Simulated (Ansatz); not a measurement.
# Br (bcc type): how the settings move a single-point run

Question: which choices in the input matter for Br (bcc type)?

Program: Ansatz 0.2.0. Level of theory: reference: DFT, PBEsol, PAW with Ansatz's default frozen-core files, scalar-relativistic. These are calculated values, not measurements.

## (1) Starting point

It takes space group Im-3m (No. 229, cubic). Conventional cell: a = 3.643 Å, b = 3.643 Å, c = 3.643 Å, α = 90.00°, β = 90.00°, γ = 90.00°. Around Br (site symmetry m-3m) lie 8 Br at 3.15 Å.

As a file:

```
CELL_PARAMETERS angstrom
-1.82127 1.82127 1.82127
1.82127 -1.82127 1.82127
1.82127 1.82127 -1.82127
ATOMIC_POSITIONS crystal
Br 0.00000 0.00000 0.00000
```

## (2) The reference run

input.yaml reads:

```yaml
crystal:
  lattice:
    - [-1.821270545, 1.821270545, 1.821270545]
    - [1.821270545, -1.821270545, 1.821270545]
    - [1.821270545, 1.821270545, -1.821270545]
  atoms:
    - { symbol: Br, position: [0.0, 0.0, 0.0] }
kpoints:
  mp_grid: { grid: [16, 16, 16] }
  band_path:
    path:
      - [0.0, 0.0, 0.0]
      - [0.5, -0.5, 0.5]
      - [0.0, 0.0, 0.5]
      - [0.0, 0.0, 0.0]
      - [0.25, 0.25, 0.25]
      - [0.5, -0.5, 0.5]
      - [0.25, 0.25, 0.25]
      - [0.0, 0.0, 0.5]
    npoints: 8
scf:
  occupations: { method: fermi_dirac, width: 0.05 }
hamiltonian:
  xc: pbesol
  pseudopotentials: { kind: paw }
output:
  forces: true
  stress: true
  eigenvalues: true
  populations: true
  dos: { projected: true, de: 0.2, e_range: [-14, 8] }
  write_density: true
  write_potential: true
  elf: true
  volumetric_format: npy
```

Started as:

```sh
$ ansatz run input.yaml --threads 1 --pin off --max-ram 2048MiB --backend cpu --events-out ev --progress --plain --runs-dir out
```

## (3) Variant: preconditioner resta

Edit input.yaml of step 2 so:

```diff
@@ -22,2 +22,3 @@
   occupations: { method: fermi_dirac, width: 0.05 }
+  mixing: { preconditioner: resta }
 hamiltonian:
@@ -30,6 +31 @@
   populations: true
-  dos: { projected: true, de: 0.2, e_range: [-14, 8] }
-  write_density: true
-  write_potential: true
-  elf: true
-  volumetric_format: npy
```

**Question.** What will these runs give? Wanted: for each run, ending; energy change; pressure; gap; force.

The runs gave:

| run | ending | energy change | pressure (GPa) | gap (eV) | force (eV/Å) | cycles | time |
| --- | --- | --- | --- | --- | --- | --- | --- |
| reference | converged | 0 | 0.0 | 0.00 | 0.00 | 6 | 3.3 s |
| 1: preconditioner resta | converged | 0.0 meV/atom | 0.0 | 0.00 | 0.00 | 6 | 3 s |

Times don't compare one to one where runs were asked for different outputs or read a saved state (see the inputs); cycles may leave out searches for a lower state.

Residual by cycle in the longest SCF loop of each run; runs are numbered as in the table. The quantity is the density residual dr2, in eV.

| cycle | reference | run 1 |
| --- | --- | --- |
| 1 | 8.6e-4 | 8.6e-4 |
| 2 | 1.4e-4 | 1.4e-4 |
| 3 | 2.3e-6 | 2.3e-6 |
| 4 | 1.3e-7 | 1.3e-7 |
| 5 | 3.2e-10 | 3.2e-10 |
| 6 | 2.4e-11 | 2.4e-11 |

**Reading.** Energy and cycle count are those of the reference, so the change (mixing) left the result and the number of cycles as they were.
